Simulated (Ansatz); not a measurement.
# doublet CuH2 at 3 levels

Wanted: a comparison of 3 runs (UHF/STO-3G, UCCSD/STO-3G, UCCSD(T)/STO-3G) of doublet CuH2. 

The results are computed with Ansatz 0.2.0.

65 further runs of the same task are left out: 1 for a known fault of the program, 63 that didn't finish, 1 set aside as unsound or not needed.

## (1) The structure to begin with

CuH2 has 3 atoms, charge 0, and is taken as a doublet. As SMILES of the parent species, `[H][Cu-][H]`. The shape comes from GFN2-xTB, which is rough for such elements, and wasn't checked as a minimum. That shape belongs to the parent species and isn't relaxed for this state.

Bond lengths: Cu1–H2 1.553 Å, Cu1–H3 1.553 Å. Angles: H2–Cu1–H3 180.0°.

## (2) A single-point energy at UHF/STO-3G (run 1)

molecule.yaml reads:

```yaml
crystal:
  periodic: [false, false, false]
  atoms:
    - {symbol: Cu, position_ang: [0.000160, 0.000090, 0.000010]}
    - {symbol: H, position_ang: [-0.017570, -0.021680, 1.552660]}
    - {symbol: H, position_ang: [0.017410, 0.021590, -1.552670]}
basis:
  gaussian: {orbitals: STO-3G}
magnetization: {spin_polarized: true, initial_magnetization: 1}
hamiltonian: {xc: hf}
accuracy: high
```

Launch:

```
$ ansatz run molecule.yaml --threads 1 --pin off --max-ram 2610MiB --events-out events.jsonl --progress --plain --runs-dir runs
```

Standard output:

```text
Warning: RAYON_NUM_THREADS=1 ignored (pool sized by the plan → 1); use --threads N
[... 38 lines left out ...]
Total energy: -44126.27760302 eV, -1621.6107920458 hartree
```

Run time: 3.6 s. Hardware: 1 thread of Arm Neoverse V1, shared host.

## (3) The energy at UCCSD/STO-3G (run 2)

input.yaml reads:

```yaml
crystal:
  periodic: [false, false, false]
  atoms:
    - {symbol: Cu, position_ang: [0.000160, 0.000090, 0.000010]}
    - {symbol: H, position_ang: [-0.017570, -0.021680, 1.552660]}
    - {symbol: H, position_ang: [0.017410, 0.021590, -1.552670]}
basis:
  gaussian: {orbitals: STO-3G}
magnetization: {spin_polarized: true, initial_magnetization: 1}
correlation: {method: ccsd, frozen_orbitals: {Cu: 5, H: 0}}
accuracy: high
scf: {omitted_lower_state_checks: [cluster_reference, increment]}
```

Launch:

```
$ ansatz run input.yaml --threads 1 --pin off --max-ram 2610MiB --events-out events.jsonl --progress --plain --runs-dir runs
```

Standard output:

```text
Warning: RAYON_NUM_THREADS=1 ignored (pool sized by the plan → 1); use --threads N
[... 35 lines left out ...]
5 core orbitals not correlated: weight in the atoms' cores, before any rotation towards them, 1.000 or more for the frozen orbitals, at most 0.000 for the correlated occupied ones
[... 198 lines left out ...]
Total energy: -44127.71260126 eV, -1621.6635272586 hartree
Checks for a lower state left out: cluster_reference, increment
```

Wall time 6.6 s (1 thread of Arm Neoverse V1, shared host).

## (4) The energy at UCCSD(T)/STO-3G (run 3)

run.yaml reads:

```yaml
crystal:
  periodic: [false, false, false]
  atoms:
    - symbol: Cu
      position_ang: [0.000160, 0.000090, 0.000010]
    - symbol: H
      position_ang: [-0.017570, -0.021680, 1.552660]
    - symbol: H
      position_ang: [0.017410, 0.021590, -1.552670]
basis:
  gaussian: {orbitals: STO-3G}
accuracy: high
magnetization: {spin_polarized: true, initial_magnetization: 1}
correlation: {method: ccsd_t, frozen_orbitals: {Cu: 5, H: 0}}
scf: {omitted_lower_state_checks: [cluster_reference, increment]}
```

Launch:

```
$ ansatz run run.yaml --threads 1 --pin off --max-ram 2610MiB --events-out events.jsonl --progress --plain --runs-dir runs
```

Standard output:

```text
Warning: RAYON_NUM_THREADS=1 ignored (pool sized by the plan → 1); use --threads N
[... 35 lines left out ...]
5 core orbitals not correlated: weight in the atoms' cores, before any rotation towards them, 1.000 or more for the frozen orbitals, at most 0.000 for the correlated occupied ones
[... 199 lines left out ...]
Total energy: -44127.75903529 eV, -1621.6652336777 hartree
Checks for a lower state left out: cluster_reference, increment
```

It took 6.6 s on 1 thread of Arm Neoverse V1, shared host.

## (5) Overview of the runs

```csv
run,level,frozen core orbitals,energy (Eh),⟨S²⟩,wall time
1,UHF/STO-3G,–,-1621.610792,1.786,3.6 s
2,UCCSD/STO-3G,5,-1621.663527,1.786,6.6 s
3,UCCSD(T)/STO-3G,5,-1621.665234,1.786,6.6 s
```

## (6) Summary of results

```
                                          quantity           value
                               run 3: total energy  -1621.66523 Eh
run 3: correlation energy (5 core orbitals frozen)       -54.4 mEh
                             run 3: (T) correction       -1.71 mEh
          run 3: ⟨S²⟩ of the reference determinant           1.786
                              run 3: T1 diagnostic           0.031
```

**Reading.** Below the UHF energy at the same shape and in the same basis (STO-3G): UCCSD -52.7 mEh; UCCSD(T) -54.4 mEh. In runs 1, 2, 3 the basis is minimal, so the values are rough. Spin contamination of the reference: run 2 ⟨S²⟩ = 1.79, run 3 ⟨S²⟩ = 1.79, run 1 ⟨S²⟩ = 1.79. Where it is this large, the reference is a mixture of spin states, and values that rest on it are in doubt. All runs together took 17 s, the longest 6.6 s.
